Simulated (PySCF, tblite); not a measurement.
# C3H7F3GeO: dynamics, then NMR shifts on frames, part 2 of 2

tblite 0.8.0 and PySCF 2.14.0. Atoms count from 0.

## Step 5: Shielding tensors: 625 fs, PBE0/pcSseg-1

The job: settings as JSON, then the geometry in Å.

```
{"job": {"kind": "nmr", "xc": "PBE0", "basis": "pcSseg-1", "pop": false}, "charge": 0, "multiplicity": 1}
C     -2.982100     1.227200    -0.507900
C     -1.779300     0.671500     0.239900
O     -0.860700     0.237500    -0.742200
Ge     0.819500     0.616000    -0.948300
C      2.142500    -0.207700     0.335700
F      2.543900    -1.451700    -0.020200
F      1.448900    -0.368700     1.512800
F      3.239800     0.537900     0.631600
H     -3.486500     0.493700    -1.062900
H     -2.526500     1.924800    -1.113200
H     -3.762500     1.567000     0.206900
H     -1.333900     1.507200     0.904500
H     -2.133500    -0.111900     0.873900
H      1.057300     2.032600    -0.454000
H      1.164900     0.216800    -2.341800
```

Method: GIAO PBE0/pcSseg-1 NMR shielding, non-relativistic, gas phase.

Standard output:

```text
coarse grid: 61344 points
cycle   1  E = -2568.9970887024  dE =  3.455e-01  |g| = 1.374e+00  |ddm| = 3.461e+00
cycle   2  E = -2568.4749796741  dE =  5.221e-01  |g| = 2.186e+00  |ddm| = 2.034e+00
cycle   3  E = -2569.2266662954  dE = -7.517e-01  |g| = 3.203e-01  |ddm| = 1.581e+00
cycle   4  E = -2569.2428730803  dE = -1.621e-02  |g| = 1.129e-01  |ddm| = 2.786e-01
cycle   5  E = -2569.2447222803  dE = -1.849e-03  |g| = 3.020e-02  |ddm| = 8.648e-02
cycle   6  E = -2569.2448592168  dE = -1.369e-04  |g| = 7.524e-03  |ddm| = 1.806e-02
cycle   7  E = -2569.2448668187  dE = -7.602e-06  |g| = 9.298e-04  |ddm| = 5.081e-03
final grid: 130288 points
cycle   8  E = -2569.2447576110  dE = -4.841e-08  |g| = 1.084e-03  |ddm| = 2.264e-03
cycle   9  E = -2569.2447574504  dE =  1.605e-07  |g| = 1.518e-03  |ddm| = 1.714e-03
cycle  10  E = -2569.2447577918  dE = -3.413e-07  |g| = 1.768e-04  |ddm| = 9.685e-04
cycle  11  E = -2569.2447577971  dE = -5.359e-09  |g| = 3.562e-05  |ddm| = 1.402e-04
cycle  12  E = -2569.2447577973  dE = -1.783e-10  |g| = 5.974e-06  |ddm| = 2.799e-05
converged SCF energy = -2569.2447577973

GIAO shielding tensors (ppm)
atom      isotropic    diamagn.    paramagn.     s11        s22        s33       span
  0 C      167.104     248.769     -81.665    141.197    170.183    189.932     48.736
  1 C      115.241     241.206    -125.966     83.570     97.030    165.122     81.552
  2 O      294.942     402.996    -108.054    263.719    279.388    341.718     78.000
  3 Ge    1382.136    2755.600   -1373.464   1249.703   1322.541   1574.163    324.459
  4 C       42.352     252.519    -210.166     36.230     39.814     51.014     14.784
  5 F      238.354     474.776    -236.422    137.939    248.008    329.114    191.175
  6 F      233.997     479.214    -245.217    121.406    244.788    335.797    214.391
  7 F      235.934     472.409    -236.475    141.360    238.631    327.810    186.449
  8 H       31.099      30.543       0.556     27.402     29.584     36.310      8.908
  9 H       31.581      30.366       1.216     27.007     31.771     35.966      8.959
 10 H       30.182      26.780       3.402     25.931     27.202     37.413     11.482
 11 H       26.881      29.754      -2.873     21.308     27.617     31.718     10.410
 12 H       27.698      31.503      -3.805     22.458     28.157     32.479     10.022
 13 H       26.577      28.719      -2.142     19.781     23.618     36.332     16.550
 14 H       26.667      28.161      -1.494     19.564     22.353     38.085     18.521
```

It took 25 s on 1 thread of Arm Neoverse V2, shared host; peak memory 0.97 GiB.

Key values: δ C4 144.6, C1 71.7, C0 19.8, O2 41.1, H13 5.14, H14 5.05 ppm.

## Step 6: Shielding tensors: 800 fs, PBE0/pcSseg-1

The job: settings as JSON, then the geometry in Å.

```
{"job": {"kind": "nmr", "xc": "PBE0", "basis": "pcSseg-1", "pop": false}, "charge": 0, "multiplicity": 1}
C     -2.840800     0.824400     0.622100
C     -1.657900    -0.148800     0.840300
O     -0.816000    -0.133200    -0.242900
Ge     0.544500     0.695300    -0.835800
C      2.205600    -0.241100     0.071400
F      2.891500    -1.230600    -0.671600
F      1.861500    -0.854200     1.275400
F      3.101400     0.681400     0.406500
H     -3.670700     0.390200     0.072000
H     -2.571100     1.728600     0.071400
H     -3.203700     1.178800     1.583800
H     -1.182500     0.158400     1.877800
H     -1.951300    -1.131900     0.993000
H      0.569500     2.265900    -0.691000
H      0.376400     0.356500    -2.329900
```

Level: GIAO PBE0/pcSseg-1 NMR shielding, non-relativistic, gas phase.

Standard output:

```text
coarse grid: 61344 points
cycle   1  E = -2568.9716330510  dE =  2.327e-01  |g| = 1.400e+00  |ddm| = 3.417e+00
cycle   2  E = -2568.3717272258  dE =  5.999e-01  |g| = 2.304e+00  |ddm| = 2.139e+00
cycle   3  E = -2569.2184176115  dE = -8.467e-01  |g| = 3.110e-01  |ddm| = 1.669e+00
cycle   4  E = -2569.2328997089  dE = -1.448e-02  |g| = 1.204e-01  |ddm| = 2.795e-01
cycle   5  E = -2569.2349838789  dE = -2.084e-03  |g| = 3.158e-02  |ddm| = 9.212e-02
cycle   6  E = -2569.2351380081  dE = -1.541e-04  |g| = 8.226e-03  |ddm| = 1.978e-02
cycle   7  E = -2569.2351473542  dE = -9.346e-06  |g| = 1.191e-03  |ddm| = 5.587e-03
final grid: 130288 points
cycle   8  E = -2569.2350980541  dE =  3.673e-08  |g| = 1.533e-03  |ddm| = 2.239e-03
cycle   9  E = -2569.2350977151  dE =  3.389e-07  |g| = 2.209e-03  |ddm| = 2.157e-03
cycle  10  E = -2569.2350984061  dE = -6.910e-07  |g| = 1.726e-04  |ddm| = 1.167e-03
cycle  11  E = -2569.2350984113  dE = -5.189e-09  |g| = 3.407e-05  |ddm| = 1.369e-04
cycle  12  E = -2569.2350984114  dE = -1.405e-10  |g| = 7.167e-06  |ddm| = 2.667e-05
converged SCF energy = -2569.2350984114

GIAO shielding tensors (ppm)
atom      isotropic    diamagn.    paramagn.     s11        s22        s33       span
  0 C      165.267     245.496     -80.229    136.961    165.372    193.467     56.506
  1 C      122.941     240.136    -117.195     93.107    107.101    168.615     75.508
  2 O      295.793     404.464    -108.671    220.156    297.119    370.105    149.949
  3 Ge    1398.836    2755.996   -1357.160   1296.129   1370.427   1529.952    233.823
  4 C       36.242     248.686    -212.444     23.490     40.019     45.217     21.726
  5 F      197.437     473.646    -276.209     81.015    160.679    350.616    269.601
  6 F      206.637     477.242    -270.605     90.373    194.534    335.005    244.632
  7 F      227.853     472.103    -244.250    136.565    244.439    302.556    165.992
  8 H       29.988      27.649       2.340     26.280     27.470     36.216      9.937
  9 H       30.626      29.972       0.654     26.643     30.830     34.405      7.762
 10 H       30.576      27.373       3.203     26.265     27.902     37.561     11.296
 11 H       26.234      29.313      -3.079     20.308     27.355     31.038     10.731
 12 H       28.267      30.982      -2.715     23.463     27.506     33.830     10.367
 13 H       25.125      27.307      -2.182     19.159     21.370     34.846     15.686
 14 H       25.946      28.106      -2.160     19.402     21.774     36.663     17.261
```

Run time: 25 s. Hardware: 1 thread of Arm Neoverse V2, shared host; peak memory 0.97 GiB.

In short: δ C4 150.7, C1 64.0, C0 21.7, O2 40.3, H13 6.59, H14 5.77 ppm.

## Step 7: NMR shieldings: 1000 fs, PBE0/pcSseg-1

The job: settings as JSON, then the geometry in Å.

```
{"job": {"kind": "nmr", "xc": "PBE0", "basis": "pcSseg-1", "pop": false}, "charge": 0, "multiplicity": 1}
C     -1.914900     1.027500     1.471000
C     -1.591800    -0.246100     0.779700
O     -0.773600    -0.166200    -0.377000
Ge     0.568600     0.774700    -0.950200
C      2.306900    -0.172400    -0.172700
F      2.601300    -1.304900    -0.760000
F      1.954200    -0.488100     1.077400
F      3.339700     0.661600    -0.039800
H     -2.397500     1.582400     0.704300
H     -1.008000     1.552000     1.867300
H     -2.613800     0.872600     2.326700
H     -1.062400    -0.979200     1.365700
H     -2.583000    -0.767500     0.490600
H      0.611100     2.127400    -0.471000
H      0.432900     0.314100    -2.371300
```

Level: GIAO PBE0/pcSseg-1 NMR shielding, non-relativistic, gas phase.

Standard output:

```text
coarse grid: 61344 points
cycle   1  E = -2568.9983576047  dE =  4.400e-01  |g| = 1.362e+00  |ddm| = 3.457e+00
cycle   2  E = -2568.4752715005  dE =  5.231e-01  |g| = 2.157e+00  |ddm| = 2.151e+00
cycle   3  E = -2569.2149085049  dE = -7.396e-01  |g| = 3.571e-01  |ddm| = 1.748e+00
cycle   4  E = -2569.2358167007  dE = -2.091e-02  |g| = 1.101e-01  |ddm| = 3.115e-01
cycle   5  E = -2569.2375248050  dE = -1.708e-03  |g| = 2.889e-02  |ddm| = 8.437e-02
cycle   6  E = -2569.2376525277  dE = -1.277e-04  |g| = 7.704e-03  |ddm| = 1.850e-02
cycle   7  E = -2569.2376606599  dE = -8.132e-06  |g| = 1.163e-03  |ddm| = 5.155e-03
final grid: 130288 points
cycle   8  E = -2569.2376779083  dE =  1.298e-08  |g| = 1.459e-03  |ddm| = 2.555e-03
cycle   9  E = -2569.2376775971  dE =  3.112e-07  |g| = 2.082e-03  |ddm| = 2.391e-03
cycle  10  E = -2569.2376782248  dE = -6.276e-07  |g| = 2.121e-04  |ddm| = 1.366e-03
cycle  11  E = -2569.2376782322  dE = -7.462e-09  |g| = 3.813e-05  |ddm| = 1.612e-04
cycle  12  E = -2569.2376782325  dE = -2.369e-10  |g| = 8.418e-06  |ddm| = 3.601e-05
converged SCF energy = -2569.2376782325

GIAO shielding tensors (ppm)
atom      isotropic    diamagn.    paramagn.     s11        s22        s33       span
  0 C      166.355     250.786     -84.431    151.451    168.189    179.426     27.975
  1 C      117.556     242.247    -124.690     85.119    103.388    164.162     79.043
  2 O      288.614     404.325    -115.712    219.529    308.340    337.971    118.442
  3 Ge    1383.400    2756.945   -1373.545   1300.188   1339.730   1510.281    210.093
  4 C       51.278     254.277    -202.999     45.189     48.283     60.361     15.172
  5 F      254.224     473.920    -219.695    177.218    258.925    326.531    149.313
  6 F      247.299     479.339    -232.040    156.831    252.917    332.149    175.318
  7 F      249.472     472.682    -223.211    161.609    252.140    334.666    173.057
  8 H       30.659      30.401       0.259     27.271     29.000     35.707      8.437
  9 H       29.518      30.489      -0.972     25.225     29.727     33.601      8.376
 10 H       29.610      26.980       2.630     25.803     26.447     36.580     10.778
 11 H       27.221      31.511      -4.291     21.580     26.900     33.181     11.601
 12 H       26.464      28.037      -1.573     20.852     26.213     32.327     11.474
 13 H       26.843      30.349      -3.506     19.850     22.651     38.028     18.178
 14 H       26.295      28.737      -2.442     19.174     22.107     37.602     18.428
```

It took 26 s on 1 thread of Arm Neoverse V2, shared host; peak memory 0.97 GiB.

Key values: δ C4 135.6, C1 69.4, C0 20.6, O2 47.5, H14 5.42, H12 5.25 ppm.

## Step 8: Run by run: NMR shifts

Shifts (ppm) of some atoms, chosen among heavy atoms and hydrogens apart, with basis size and wall time:

```
  frame   H11    H8    O2  Ge3     F5     F6     F7  functions  time
 250 fs  3.89  1.46  17.1  -63  -71.6  -72.3  -75.8        195  25 s
 425 fs  3.20  2.69  46.4  -60  -68.6  -47.7  -70.1        195  25 s
 625 fs  4.84  0.62  41.1  -51  -67.4  -63.1  -65.0        195  25 s
 800 fs  5.48  1.73  40.3  -68  -26.5  -35.7  -56.9        195  25 s
1000 fs  4.50  1.06  47.5  -52  -83.3  -76.4  -78.5        195  26 s
```

## Step 9: Outcome

This closing draws on all 2 parts.

```
                                         quantity                                         value
                                       thermostat                                         300 K
                    mean temperature, second half                                         335 K
          mean potential energy above the minimum                                       0.47 eV
   13C shifts against TMS (PBE0/pcSseg-1, 250 fs)                         136.0, 63.6, 19.1 ppm
    1H shifts against TMS (PBE0/pcSseg-1, 250 fs)  5.62, 5.25, 4.93, 3.89, 1.46, 0.88, 0.42 ppm
   17O shifts against H2O (PBE0/pcSseg-1, 250 fs)                                      17.1 ppm
73Ge shifts against GeMe4 (PBE0/pcSseg-1, 250 fs)                                       -63 ppm
 19F shifts against CFCl3 (PBE0/pcSseg-1, 250 fs)                       -71.6, -72.3, -75.8 ppm
                         range of the shift of F5                            -83.3 to -26.5 ppm
```

What this shows: In the second half the potential energy averages 0.47 eV above the minimum; equipartition over 39 harmonic modes at 300 K would give 0.50 eV. With 15 atoms the temperature swings widely (169 to 468 K). Shifts at one fixed geometry are not the observed spectrum, which averages over the motion. In the first frame run (250 fs): Shielding is most anisotropic at Ge3 (span 264 ppm, paramagnetic term -1361 ppm). In ppm, F5 moves most: its shift spreads over 56.8 ppm, from -83.3 (1000 fs) to -26.5 (800 fs). Spin-orbit coupling is left out, which matters for shieldings and couplings at and beside the heavy atoms.
